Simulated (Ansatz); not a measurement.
# Y: element swaps in one structure

An exercise on one series of results from a longer session: the logs are not shown, and one member is left open.

Method: DFT PBEsol, scalar-relativistic, plane waves, PAW, in Ansatz 0.2.0.

1 further run of the same task is left out (set aside as unsound or not needed). Runs told in other sessions of the task aren't counted.

## The starting structure

It takes space group P6_3/mmc (No. 194, hexagonal). Conventional cell: a = 3.598 Å, b = 3.598 Å, c = 5.586 Å, α = 90.00°, β = 90.00°, γ = 120.00°. Around Y (site symmetry -6m2) lie 12 Y at 3.48 to 3.60 Å.

Structure file:

```xyz
2
Lattice="3.5975 0.0000 0.0000 -1.7988 3.1155 0.0000 0.0000 0.0000 5.5858" Properties=species:S:1:pos:R:3 pbc="T T T"
Y     0.0000    2.0770    1.3964
Y     1.7988    1.0385    4.1893
```

This cell was relaxed beforehand with the same method: volume 31.30 Å³/atom, gap on the mesh none (metal).

The first run:

input.yaml

```yaml
crystal:
  lattice:
    - [2.9391734646, 0.0, 0.0]
    - [-1.4695867323, 2.5453988864, 0.0]
    - [0.0, 0.0, 4.5635697155]
  atoms:
    - { symbol: In, position: [0.3333333333, 0.6666666667, 0.25] }
    - { symbol: In, position: [0.6666666667, 0.3333333333, 0.75] }
basis:
  ecutwfc: 420
kpoints:
  mp_grid: { grid: [6, 6, 4] }
hamiltonian:
  xc: pbesol
scf:
  occupations: { method: gaussian, width: 0.1 }
output:
  forces: true
  stress: true
  eigenvalues: true
```

The run is started by

```console
> ansatz run input.yaml --threads 1 --pin off --max-ram 2560MiB --backend cpu --events-out ev --progress --plain --runs-dir out
```

Among the steps run: Probe: one point at the start (In); A loose first relaxation (In); Relaxing cell and atoms (In); Quick check of gap, pressure and forces (Zr); A loose first relaxation (Zr); Full relaxation (Zr).

One of the session's tables, all rows but one given; the rest of the session is left out.

Lengths are those of the vectors of the cell that was run:

| swap | volume (Å³/atom) | a (Å) | b (Å) | c (Å) |
| --- | --- | --- | --- | --- |
| none | 31.30 | 3.598 | 3.598 | 5.586 |
| Y → Ga | 17.82 | 2.940 | 2.940 | 4.761 |
| Y → Sb | 26.13 | 3.322 | 3.322 | 5.468 |
| Y → In | 25.74 | 3.323 | 3.323 | 5.384 |
| Y → Zr | ? | ? | ? | ? |

Q: Estimate the row for Y → Zr from the others.

**Answer.** volume (Å³/atom): 22.47; a (Å): 3.186; b (Å): 3.186; c (Å): 5.112. In the column «volume (Å³/atom)» it lies between Y → Ga (17.82) and Y → In (25.74).

Lengths are those of the computed cell. Rows of earlier swaps come from the sessions before.
